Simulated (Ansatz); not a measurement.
# B3P4Ir: the cost of one run

Computed with Ansatz 0.2.0 (DFT PBE, scalar-relativistic, plane waves, PAW, unless a step's input says otherwise).

### 1 The starting structure

It takes space group P-43m (No. 215, cubic). The conventional cell has a = 4.779 Å, b = 4.779 Å, c = 4.779 Å, α = 90.00°, β = 90.00°, γ = 90.00°. Around B (site symmetry -42m) lie 4 P at 2.06 Å. P (site symmetry 3m) is surrounded by 3 B at 2.06 Å and 1 Ir at 2.09 Å. Ir (site symmetry -43m) has 4 P at 2.09 Å as nearest neighbours.

As a file:

```
CELL_PARAMETERS angstrom
4.77871 0.00000 0.00000
0.00000 4.77871 0.00000
0.00000 0.00000 4.77871
ATOMIC_POSITIONS crystal
B 0.00000 0.50000 0.50000
B 0.50000 0.50000 0.00000
B 0.50000 0.00000 0.50000
P 0.25268 0.74732 0.74732
P 0.74732 0.74732 0.25268
P 0.74732 0.25268 0.74732
P 0.25268 0.25268 0.25268
Ir 0.00000 0.00000 0.00000
```

Recipe of the guess: species swapped into a database cell of Cu3AsS4 (P-43m, No. 215), with B on the Cu sites, Ir on the As sites and P on the S sites. The dimensions are guesses.

### 2 Probe: one point on a coarse mesh

Contents of input.yaml:

```yaml
crystal:
  lattice:
    - [4.77871438, 0.0, 0.0]
    - [0.0, 4.77871438, 0.0]
    - [0.0, 0.0, 4.77871438]
  atoms:
    - { symbol: B, position: [0.0, 0.5, 0.5] }
    - { symbol: B, position: [0.5, 0.5, 0.0] }
    - { symbol: B, position: [0.5, 0.0, 0.5] }
    - { symbol: P, position: [0.25267768, 0.74732232, 0.74732232] }
    - { symbol: P, position: [0.74732232, 0.74732232, 0.25267768] }
    - { symbol: P, position: [0.74732232, 0.25267768, 0.74732232] }
    - { symbol: P, position: [0.25267768, 0.25267768, 0.25267768] }
    - { symbol: Ir, position: [0.0, 0.0, 0.0] }
basis:
  ecutwfc: 420
kpoints:
  mp_grid: { grid: [4, 4, 4] }
hamiltonian:
  xc: pbe
scf:
  occupations: { method: gaussian, width: 0.1 }
  lower_state_search: "off"
output:
  forces: true
  stress: true
  eigenvalues: true
```

Started as:

```bash
ansatz run input.yaml --threads 1 --pin off --max-ram 2048MiB --backend cpu --events-out ev --progress --plain --runs-dir out
```

What time and memory should one allow on 1 thread of Arm Neoverse V1, shared host?

About 3.5 s, with a peak of 0.31 GiB.
